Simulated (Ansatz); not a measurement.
AlBrF2, SMILES [F][Al]([F])[Br], an atomisation energy

With Ansatz's Python interface.

Notebook, run cell by cell (the value of a cell's last expression is shown):

In [1]:
```python
from collections import Counter
from dataclasses import dataclass

import ansatz
```

In [2]:
```python
@dataclass
class Settings:
    basis: str = 'def2-SVP'
    functional: str = 'R2SCAN0'
```

In [3]:
```python
opts = Settings()
```

In [4]:
```python
def energy(molecule, charge=0, unpaired=0):
    calc = (
        molecule.calculation()
        .basis(gaussian=opts.basis)
        .functional(opts.functional)
    )
    if charge:
        calc = calc.charge(charge)
    if unpaired:
        calc = calc.spin('collinear', total=unpaired)
    return calc.run().report['free_energy_ev']
```

In [5]:
```python
GEOMETRY = '''
F     1.21740    0.69100    1.26810
Al    0.08460   -0.08540    0.06970
F     0.22500   -1.84840   -0.24530
Br   -1.47140    1.18250   -1.11270
'''

system = ansatz.Crystal.molecule()
for line in GEOMETRY.strip().splitlines():
    symbol, *xyz = line.split()
    system = system.atom(symbol, [float(v) for v in xyz])

# Hund ground states
unpaired = {'F': 1, 'Al': 1, 'Br': 1}
counts = Counter(site.symbol for site in system.cartesian_sites)
atom_energy = {s: energy(ansatz.Crystal.molecule().atom(s, (0, 0, 0)), 0, unpaired[s]) for s in counts}
whole = energy(system, 0, 0)
for s, e in atom_energy.items():
    print(f'{s:2s} x{counts[s]}  {e:14.5f} eV')
print(f'AlBrF2: {whole:.5f} eV')
split = sum(counts[s] * e for s, e in atom_energy.items()) - whole
print(f'atomisation energy (no zero-point term): {23.060548 * split:.1f} kcal/mol, {split / sum(counts.values()):.3f} eV an atom')
```
```text
F  x2     -2710.06882 eV
Al x1     -6591.80477 eV
Br x1    -70036.31886 eV
AlBrF2: -82062.96882 eV
atomisation energy (no zero-point term): 339.2 kcal/mol, 3.677 eV an atom
```

339.2 kcal/mol from the electronic energies, without the zero-point term.

Total energies depend on the basis set; only differences at equal settings carry meaning. The geometry is a force-field or estimated start, not a minimum of this method, and the basis set is short of its limit. All parts are taken at fixed geometry, without zero-point energy. The spin-orbit lowering of heavy atoms is left out. The whole script took 6.6 s on 1 thread of Arm Neoverse V2, on a shared host, peak memory 0.22 GiB.
